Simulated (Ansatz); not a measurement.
**Cl₂GaHS: up Jacob's ladder to CCSD(T)**

How much do the methods differ for Cl₂GaHS? The plan is to run it at one geometry with functionals of several rungs and with coupled cluster. The yardstick is the atomisation energy at the CCSD(T) limit.

Computed with Ansatz 0.2.0, Gaussian basis. Level: functionals in def2-TZVPP, the program's frozen cores in correlated methods.

Plan: LDA (SPW92), PBE-D4, revPBE-D4, BLYP-D4, r2SCAN-D4, B97M-V, PBE0-D4, B3LYP-D4, r2SCANh-D4, r2SCAN0-D4, HSE06-D4, BHLYP-D4, CAM-B3LYP-D4, LC-ωPBE, ωB97X-V, ωB97M-V, B2PLYP, PBE-QIDH; CCSD(T)/def2-SVP; CCSD(T)/def2-TZVPP; MP2/def2-QZVPP; extrapolation to the limit; RPA on PBE.

**1. The relaxed structure**

An earlier PBE0-D4 in a triple-zeta def2 set relaxation fixed the geometry.

5 atoms, charge 0, spin multiplicity 1.

Atoms are counted from 1 here; the program's logs count them from 0.

Bond lengths: S1–Ga2 2.175 Å, S1–H5 1.345 Å, Ga2–Cl3 2.121 Å, Ga2–Cl4 2.126 Å. Angles: Ga2–S1–H5 92.3°, S1–Ga2–Cl3 120.2°, S1–Ga2–Cl4 121.4°, Cl3–Ga2–Cl4 118.4°.

**2. LDA**

This LDA is Slater exchange with PW92 correlation.

Contents of in.yaml:

```yaml
crystal:
  periodic: [false, false, false]
  atoms:
    - {symbol: S, position_ang: [0.072703, 1.687074, 0.391881]}
    - {symbol: Ga, position_ang: [0.276628, -0.453134, 0.065526]}
    - {symbol: Cl, position_ang: [1.930362, -1.504822, 0.876604]}
    - {symbol: Cl, position_ang: [-1.158083, -1.543306, -1.062952]}
    - {symbol: H, position_ang: [-1.071612, 1.740386, -0.312359]}
basis:
  gaussian: {orbitals: def2-TZVPP}
hamiltonian: {xc: lda}
output: {orbitals: {seedname: orbitals}}
```

The runs that follow: PBE-D4 (GGA); revPBE-D4 (GGA); BLYP-D4 (GGA); r2SCAN-D4 (meta-GGA); B97M-V (meta-GGA); PBE0-D4 (hybrid); B3LYP-D4 (hybrid); r2SCANh-D4 (hybrid); r2SCAN0-D4 (hybrid); HSE06-D4 (hybrid); BHLYP-D4 (hybrid); CAM-B3LYP-D4 (range-separated); LC-ωPBE-D4 (range-separated); ωB97X-V (range-separated); ωB97M-V (range-separated); B2PLYP (double hybrid); PBE-QIDH (double hybrid); CCSD(T) in def2-SVP; CCSD(T) in def2-TZVPP; MP2 in def2-QZVPP; RPA on PBE orbitals.

**Question.** What will the summary of the whole plan be? Wanted: atomisation energy, CCSD(T)/CBS; farthest beyond LDA; mean size of error, GGA; mean size of error, meta-GGA; mean size of error, hybrid; mean size of error, range-separated; mean size of error, double hybrid; gap, smallest and largest; T1 diagnostic.

As calculated:

| quantity | value |
| --- | --- |
| atomisation energy, CCSD(T)/CBS | 14.615 eV |
| functionals within 0.146 eV (1.0 %) | PBE-D4, PBE0-D4, r2SCANh-D4, r2SCAN0-D4, HSE06-D4, ωB97X-V, ωB97M-V, PBE-QIDH |
| farthest beyond LDA | BHLYP-D4 (-0.726 eV) |
| mean size of error, GGA | 0.364 eV |
| mean size of error, meta-GGA | 0.220 eV |
| mean size of error, hybrid | 0.243 eV |
| mean size of error, range-separated | 0.205 eV |
| mean size of error, double hybrid | 0.269 eV |
| gap, smallest and largest | 4.46 eV (LDA (SPW92)), 11.79 eV (LC-ωPBE) |
| T1 diagnostic | 0.0114 |
| triples share of the correlation energy | 4.3 % |

LDA overbinds by 2.162 eV (15 %). PBE-D4 is off by +0.097 eV. Double hybrids carry the basis error of their MP2 part in triple zeta, and no dispersion term here, so their miss is partly the set-up's. By mean error the best rung here is range-separated (0.205 eV) and the worst beyond LDA is GGA (0.364 eV). The gap between the best rungs is small, so their order is not settled. Misses under about 0.146 eV are within the doubt on the reference itself, which lacks core-valence correlation, relativity and higher excitations, and its outer-core shells are covered unevenly. Hartree-Fock recovers 72 % of the binding; the rest is correlation. CCSD(T) in def2-SVP is off by -1.164 eV, which most functionals beat. Orbital gaps span 4.5 to 11.8 eV; exact exchange widens them. Correlated methods include outer-core shells of Ga, which these sets cover unevenly.
